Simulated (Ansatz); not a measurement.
# GaCS (quartet): wave-function methods side by side at a displaced geometry (v2), cc-pVDZ

Aim: climb from Hartree-Fock through coupled cluster for GaCS (quartet) at one geometry and basis, and see what each rung misses.

Method: cc-pVDZ, correlated electrons: outside noble gas; program: Ansatz 0.2.0, Gaussian basis.

Plan: UHF; CCSD(T) on ROHF; CCSD(T) on UHF; BCCD(T) on ROHF; CISD; CCSDT(Q) on ROHF; CCSDT(Q) on UHF.

### 1 What is computed

The geometry is a PBE0/def2-TZVP stationary point (not a proven minimum) with its atoms shifted at random (size 0.100 Å). No spin-orbit coupling is included. The filled d shell of Ga may be among the frozen orbitals whatever the setting's name suggests; the logs give the count.

3 atoms, charge 0, spin multiplicity 4.

Atoms are counted from 1 here; the program's logs count them from 0.

Bond lengths: C1–S2 1.747 Å, C1–Ga3 1.858 Å, S2–Ga3 2.415 Å. Angles: S2–C1–Ga3 84.1°, C1–S2–Ga3 49.9°, C1–Ga3–S2 46.0°.

In the tables R marks a restricted open-shell determinant and U an unrestricted one; correlation energies count from the lowest restricted Hartree-Fock solution.

### 2 UHF

Contents of in.yaml:

```yaml
crystal:
  periodic: [false, false, false]
  atoms:
    - {symbol: C, position_ang: [0.100528, -1.148317, 0.569836]}
    - {symbol: S, position_ang: [-0.064346, 0.266841, 1.580943]}
    - {symbol: Ga, position_ang: [0.012275, 0.075095, -0.825224]}
basis:
  gaussian: {orbitals: cc-pVDZ}
magnetization: {spin_polarized: true, initial_magnetization: 3}
hamiltonian: {xc: hf}
output: {orbitals: {seedname: orbitals}}
```

Started as:

```sh
ansatz run in.yaml --threads 1 --pin off --events-out ev --progress --plain --max-ram 2393MiB
```

The runs that follow: CCSD(T) on ROHF; CCSD(T) on UHF; BCCD(T) on ROHF; CISD; CCSDT(Q) on ROHF; CCSDT(Q) on UHF.

**Question.** What will the summary of the whole plan be? Wanted: correlation energy, UCCSDT(Q); RMP2 from UCCSDT(Q); UMP2 from UCCSDT(Q); RCCSD from UCCSDT(Q); RCCSD(T) from UCCSDT(Q); UCCSD(T) from UCCSDT(Q); RCCSDT(Q) from UCCSDT(Q); T1 diagnostic.

As calculated:

| quantity | value |
| --- | --- |
| correlation energy, UCCSDT(Q) | -8.8267 eV |
| RMP2 from UCCSDT(Q) | +29.11 kcal/mol |
| UMP2 from UCCSDT(Q) | +31.18 kcal/mol |
| RCCSD from UCCSDT(Q) | +12.54 kcal/mol |
| RCCSD(T) from UCCSDT(Q) | +2.38 kcal/mol |
| UCCSD(T) from UCCSDT(Q) | +2.43 kcal/mol |
| RCCSDT(Q) from UCCSDT(Q) | +0.44 kcal/mol |
| levels of the table within 1 kcal/mol (43 meV) | RCCSDT(Q) |
| T1 diagnostic | 0.061 |

What this shows: RCCSD(T) misses by +2.38 kcal/mol, 1.2 % of the correlation energy. These misses are within one basis, not against nature; the frozen cores of restricted and unrestricted runs differ, which can shift their rows.
